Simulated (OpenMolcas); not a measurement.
# One shape, several levels: C2H4AlFO (SMILES C=C[O][AlH][F])

We compute a comparison of 6 runs (B3LYP/def2-SVP, BHLYP/def2-SVP, M06-L/def2-SVP, PBE/def2-SVP, revPBE/def2-SVP, MP2/def2-SVP) of C2H4AlFO. 

The calculation is run with OpenMolcas 26.06.

## Step 1: The molecule

The species is C2H4AlFO (9 atoms), meant as a singlet with charge 0. SMILES: `C=C[O][AlH][F]`. The C1–H6 distance was set to 1.624 Å, away from the relaxed value. At this shape a bond of the SMILES string is far longer than usual.

Bond lengths: C1–C2 1.325 Å, C2–O3 1.346 Å, O3–Al4 1.684 Å, Al4–F5 1.640 Å, C1–H7 1.081 Å, C2–H8 1.090 Å, Al4–H9 1.565 Å. Angles: C1–C2–O3 123.2°, C2–O3–Al4 137.8°, O3–Al4–F5 116.4°, C1–C2–H8 121.1°, O3–C2–H8 115.7°, C2–C1–H7 119.7°, O3–Al4–H9 123.2°, F5–Al4–H9 120.5°. A long bond or contact: C1–H6 1.624 Å.

## Step 2: The energy at B3LYP/def2-SVP (run 1)

Contents of coord.xyz:

```xyz
9

C     -1.694140    -0.572784     0.623836
C     -0.860140    -0.525584    -0.404564
O      0.358160     0.043816    -0.340464
Al     1.668660     0.306616    -1.364864
F      2.955460     1.088916    -0.715064
H     -1.297700     0.065300     2.064100
H     -2.659840    -1.044884     0.508436
H     -1.131140    -0.955784    -1.368864
H      1.692160    -0.153484    -2.860364
```

Contents of run.input:

```
&gateway
baslib=$CurrDir
coord=coord.xyz
basis=def2-SVP
group=NoSym
&seward
gridinput
Grid=UltraFine
End of Grid
&scf
ksdft=B3LYP
thresholds=1e-10 1e-07 1e-07 1e-05
prorbitals=1 2
```

The basis set def2-SVP is read from a file made from the Basis Set Exchange's data (not shown).

Started as:

```sh
export MOLCAS_MEM=1860
pymolcas run.input > run.log
```

What it wrote:

```text
--- Start Module: gateway ---
[...]
--- Stop Module: gateway /rc=_RC_ALL_IS_WELL_ ---
--- Start Module: seward ---
[...]
      Basis functions           94
--- Stop Module: seward /rc=_RC_ALL_IS_WELL_ ---
[...]
--- Start Module: scf ---
[...]
       Convergence after  16 Iterations
[...]
::    Total KS-DFT energy                            -495.8796198507
[...]
      Total spin, S                                     0.0000000000
[...]
      Total electronic charge=   46.000000
      Total            charge=   -0.000000
[...]
      Dipole Moment (debye):
      Origin of the operator (angstrom)=    0.8091    0.1597   -0.6099
                   X= -8.7488E-01               Y= -9.2108E-01               Z= -1.6449E+00           Total=  2.0784E+00
      Quadrupole Moment (debye*angstrom):
[...]
--- Stop Module: scf /rc=_RC_ALL_IS_WELL_ ---
[...]
```

Run time: 53 s. Hardware: 1 thread of AMD EPYC 7R43 (Zen 3), shared host; peak memory 0.52 GiB.

## Step 3: A single-point energy at BHLYP/def2-SVP (run 2)

Contents of job.inp:

```
&GATEWAY
BasLib=$CurrDir
Coord
9
angstrom
C       -1.694140      -0.572784       0.623836
C       -0.860140      -0.525584      -0.404564
O        0.358160       0.043816      -0.340464
Al       1.668660       0.306616      -1.364864
F        2.955460       1.088916      -0.715064
H       -1.297700       0.065300       2.064100
H       -2.659840      -1.044884       0.508436
H       -1.131140      -0.955784      -1.368864
H        1.692160      -0.153484      -2.860364
Basis=def2-SVP
Group=NoSym
&SEWARD
GridInput
Grid=UltraFine
End of Grid
&SCF
KSDFT=HYB_GGA_XC_BHANDHLYP
Thresholds=1e-10 1e-07 1e-07 1e-05
PrOrbitals=1
```

The basis set def2-SVP is read from a file made from the Basis Set Exchange's data (not shown).

Started as:

```sh
export MOLCAS_MEM=1860
pymolcas job.inp > job.log
```

What it wrote:

```text
--- Start Module: gateway ---
[...]
--- Stop Module: gateway /rc=_RC_ALL_IS_WELL_ ---
--- Start Module: seward ---
[...]
      Basis functions           94
--- Stop Module: seward /rc=_RC_ALL_IS_WELL_ ---
[...]
--- Start Module: scf ---
[...]
       Convergence after  13 Iterations
[...]
::    Total KS-DFT energy                            -495.7289399742
[...]
      Total spin, S                                     0.0000000000
[...]
      Total electronic charge=   46.000000
      Total            charge=   -0.000000
[...]
      Dipole Moment (debye):
      Origin of the operator (angstrom)=    0.8091    0.1597   -0.6099
                   X= -9.8452E-01               Y= -1.0119E+00               Z= -1.7744E+00           Total=  2.2676E+00
      Quadrupole Moment (debye*angstrom):
[...]
--- Stop Module: scf /rc=_RC_ALL_IS_WELL_ ---
[...]
```

It took 44 s on 1 thread of AMD EPYC 7R43 (Zen 3), shared host; peak memory 0.51 GiB.

Runs 3 to 5 aren't shown in full; the table further down has their settings and results.

## Step 4: The energy at MP2/def2-SVP (run 6)

Contents of calc.input:

```
* C2H4AlFO MP2
&gateway
baslib=$CurrDir
coord
9
angstrom
C       -1.694140      -0.572784       0.623836
C       -0.860140      -0.525584      -0.404564
O        0.358160       0.043816      -0.340464
Al       1.668660       0.306616      -1.364864
F        2.955460       1.088916      -0.715064
H       -1.297700       0.065300       2.064100
H       -2.659840      -1.044884       0.508436
H       -1.131140      -0.955784      -1.368864
H        1.692160      -0.153484      -2.860364
basis=def2-SVP
group=NoSym
&seward
&scf
thresholds=1e-10 1e-07 1e-07 1e-05
prorbitals=1 1
&mbpt2
frozen=9
```

The basis set def2-SVP is read from a file made from the Basis Set Exchange's data (not shown).

Started as:

```sh
export MOLCAS_MEM=1860
pymolcas calc.input > calc.log
```

What it wrote:

```text
--- Start Module: gateway ---
[...]
--- Stop Module: gateway /rc=_RC_ALL_IS_WELL_ ---
[...]
      Basis functions           94
[...]
--- Start Module: scf ---
[...]
       Convergence after  13 Iterations
[...]
::    Total SCF energy                               -494.0178619508
[...]
      Total spin, S                                     0.0000000000
[...]
      Total electronic charge=   46.000000
      Total            charge=   -0.000000
[...]
      Dipole Moment (debye):
      Origin of the operator (angstrom)=    0.8091    0.1597   -0.6099
                   X= -1.0780E+00               Y= -1.1242E+00               Z= -1.9926E+00           Total=  2.5291E+00
      Quadrupole Moment (debye*angstrom):
[...]
--- Stop Module: scf /rc=_RC_ALL_IS_WELL_ ---
[...]
--- Start Module: mbpt2 ---
[...]
WARNING!
Default frozen orbitals as non valence orbitals is overwritten by user input.
Default values:   6
[...]
       Reference weight ( Cref**2 )         =        0.82284
::    Total MBPT2 energy                             -494.7174534437
[...]
      Total MBPT2 calculations                           0.71      0.81
--- Stop Module: mbpt2 /rc=_RC_ALL_IS_WELL_ ---
[...]
```

It took 18 s on 1 thread of AMD EPYC 7R43 (Zen 3), shared host; peak memory 0.51 GiB.

## Step 5: Overview of the runs

| run | level | integration grid | frozen core orbitals | energy (Eh) | dipole moment (D) of the reference | HOMO energy (eV) | LUMO energy (eV) | wall time |
| --- | --- | --- | --- | --- | --- | --- | --- | --- |
| 1 | B3LYP/def2-SVP | UltraFine | – | -495.879620 | 2.08 | -6.74 | -0.85 | 53 s |
| 2 | BHLYP/def2-SVP | UltraFine | – | -495.728940 | 2.27 | -8.04 | 0.14 | 44 s |
| 3 | M06-L/def2-SVP | UltraFine | – | -495.815713 | 2.04 | -5.96 | -0.84 | 63 s |
| 4 | PBE/def2-SVP | UltraFine | – | -495.437956 | 1.90 | -5.78 | -1.41 | 50 s |
| 5 | revPBE/def2-SVP | UltraFine | – | -495.720584 | 1.91 | -5.73 | -1.31 | 55 s |
| 6 | MP2/def2-SVP | – | 9 | -494.717453 | 2.53 | -9.69 | 2.16 | 18 s |

## Step 6: Outcome

```
                                          quantity          value
                               run 6: total energy  -494.71745 Eh
         run 6: dipole moment (mean-field density)         2.53 D
        run 6: HOMO energy (Hartree–Fock orbitals)       -9.69 eV
        run 6: LUMO energy (Hartree–Fock orbitals)        2.16 eV
      run 6: HOMO–LUMO gap (Hartree–Fock orbitals)       11.85 eV
run 6: correlation energy (9 core orbitals frozen)     -699.6 mEh
```

What this shows: Over runs 1, 2, 3, 4, 5 the dipole moment (its size) runs from 1.90 D (PBE/def2-SVP) to 2.27 D (BHLYP/def2-SVP). Over runs 1, 2, 3, 4, 5 the HOMO–LUMO gap runs from 4.37 eV (PBE/def2-SVP) to 8.18 eV (BHLYP/def2-SVP). Totals of different functionals can't be ranked against each other. All runs together took 4.7 min, the longest 63 s.
